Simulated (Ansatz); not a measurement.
# RuTe: the cost of one run

Method: DFT LDA+U (U_eff = 6 eV on Ru d), plane waves, PAW, in Ansatz 0.2.0.

1 further run of the same task is left out (it didn't finish). Runs told in other sessions of the task aren't counted.

## (1) The system as given

Symmetry: F-43m, No. 216, cubic system. Conventional cell: a = 6.228 Å, b = 6.228 Å, c = 6.228 Å, α = 90.00°, β = 90.00°, γ = 90.00°. Ru (site symmetry -43m) is surrounded by 4 Te at 2.70 Å. Te (site symmetry -43m) is surrounded by 4 Ru at 2.70 Å.

As a file:

```cif
data_structure
_symmetry_space_group_name_H-M 'P 1'
_symmetry_Int_Tables_number 1
_cell_length_a 4.4038
_cell_length_b 4.4038
_cell_length_c 4.4038
_cell_angle_alpha 60.000
_cell_angle_beta 60.000
_cell_angle_gamma 60.000
_cell_volume 60.39
loop_
_atom_site_label
_atom_site_type_symbol
_atom_site_fract_x
_atom_site_fract_y
_atom_site_fract_z
_atom_site_occupancy
Ru1 Ru 0.00000 0.00000 0.00000 1
Te1 Te 0.25000 0.25000 0.25000 1
```

An earlier series on this cell reached its lowest free state from «ferromagnetic start, free, symmetry kept, no search», perhaps among other starts.

## (2) Total moment held at first, then free, 2.00 μB per cell

File input.yaml:

```yaml
crystal:
  lattice:
    - [0.0, 3.11392972, 3.11392972]
    - [3.11392972, 0.0, 3.11392972]
    - [3.11392972, 3.11392972, 0.0]
  atoms:
    - { symbol: Ru, position: [0.0, 0.0, 0.0], spin: 2.0 }
    - { symbol: Te, position: [0.25, 0.25, 0.25] }
basis:
  ecutwfc: 420
  ecutrho_ratio: 4
kpoints:
  mp_grid: { grid: [5, 5, 5] }
hamiltonian:
  xc: lda
  hubbard: { sites: [{ site: 0, l: d, u_eff: 6.0 }] }
scf:
  occupations: { method: gaussian, width: 0.05 }
  lower_state_search: "off"
  max_iter: 150
output:
  forces: true
  stress: true
  eigenvalues: true
  populations: true
  hubbard: { sites: [{ site: 0, l: d }] }
magnetization:
  spin_polarized: true
  initial_magnetization: 2.0
  spin_locking: { lock_magnetization: soft, n_iters: 12 }
```

The lock is temporary (n_iters 12) and is released on the way.

Started as:

```bash
$ ansatz run input.yaml --threads 2 --pin off --max-ram 3072MiB --backend cpu --events-out ev --progress --plain --runs-dir out
```

**Question.** How long does this run take on 2 threads of AMD EPYC 9R45 (Zen 5), shared host, and how much memory does it need?

About 1.2 s, with a peak of 0.4 GiB.
